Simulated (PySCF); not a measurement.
SiSH2, in a box:

```
Si S H
1.0
    11.00000    0.00000    0.00000
     0.00000   12.00000    0.00000
     0.00000    0.00000   11.00000
Si S H
1 1 2
Direct
  0.47148 0.40992 0.51659
  0.51269 0.57935 0.48316
  0.58787 0.40022 0.59116
  0.41449 0.60328 0.41502
```

Base run:

* Program: PySCF 2.14.0
* Functional: RPBE
* Dispersion: D4
* Potentials or basis: 6-31g* (all-electron)
* k mesh: 1 × 1 × 1
* Occupations: fixed
* Spin: no spin polarisation

Its results: gap between the frontier levels 2.55 eV.

Q: After a change of settings the same cell gave: gap between the frontier levels 2.81 eV. Which change was it?
A. functional from RPBE to r2SCAN
B. functional from RPBE to revPBE; dispersion from D4 to none
C. functional from RPBE to HCTH407; dispersion from D4 to D3

A: A.

r2SCAN gives the wider gap, since meta-GGAs in the generalised Kohn-Sham scheme recover part of the derivative discontinuity.

Caveats: this is a molecule in a periodic box at the Γ point, so its band gap is the HOMO-LUMO gap; the basis of atomic orbitals isn't converged, which shifts pressures, moduli and gaps.

Runs at the PBE level aren't shown here.
